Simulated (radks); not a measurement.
**Li⁺ inside a hard spherical wall**

An exercise on one series of results from a longer session: the logs are not shown, and one member is left open.

The numbers are computed with radks (a radial shooting solver on a logarithmic mesh, Libxc functionals) version 1 (scalar-relativistic Kohn-Sham, LDA (Slater exchange, VWN5 correlation), spin-polarised, spherical densities, point nucleus), except any that are marked as measured or tabulated.

## The system

| Quantity | Value |
| --- | --- |
| element | lithium (Z = 3) |
| charge | +1 |
| electrons | 2 |
| configuration | [He] |

Outer shells as boxes (Hund's rule):

Li⁺
```
1s [↑↓]
```

The first run:

Input:

```text
Z 3
configuration [He] 2s0 2p0
relativity scalar-relativistic
functional lda,vwn5
spin polarised
nucleus point
c 137.035999084
```

Among the steps run: The free atom.

One table of the session follows, with a row left open; its other results are not shown here.

It belongs to the step «The free atom». The radial density on a logarithmic grid:

| r (bohr) | 4πr²ρ (e/bohr) |
| --- | --- |
| 0.0207 | 0.06381 |
| 0.0282 | 0.1138 |
| 0.0386 | 0.1997 |
| 0.0523 | 0.3379 |
| 0.0714 | 0.5629 |
| 0.0976 | 0.9001 |
| 0.133 | ? |
| 0.182 | 1.916 |
| 0.249 | 2.444 |
| 0.340 | 2.742 |
| 0.461 | 2.613 |
| 0.629 | 2.007 |
| 0.860 | 1.160 |
| 1.17 | 0.4592 |
| 1.60 | 0.1093 |
| 2.19 | 0.01311 |
| 2.99 | 0.0006243 |

**Question.** Estimate the row for r (bohr) = 0.133.

Worked estimate for «4πr²ρ (e/bohr)». A straight line through the neighbours (0.0976, 0.9001) and (0.182, 1.916) gives 0.9001 + (1.916 − 0.9001) × (0.133 − 0.0976) / (0.182 − 0.0976) = 1.326; a parabola fitted to 4 rows on both sides gives 1.374.

**Answer.** 4πr²ρ (e/bohr): 1.362. In «4πr²ρ (e/bohr)» the line misses by -0.036 and the parabola by +0.012.

Caveats from the session: Shells are not refilled when levels cross, and a hard wall is a model, not a crystal.
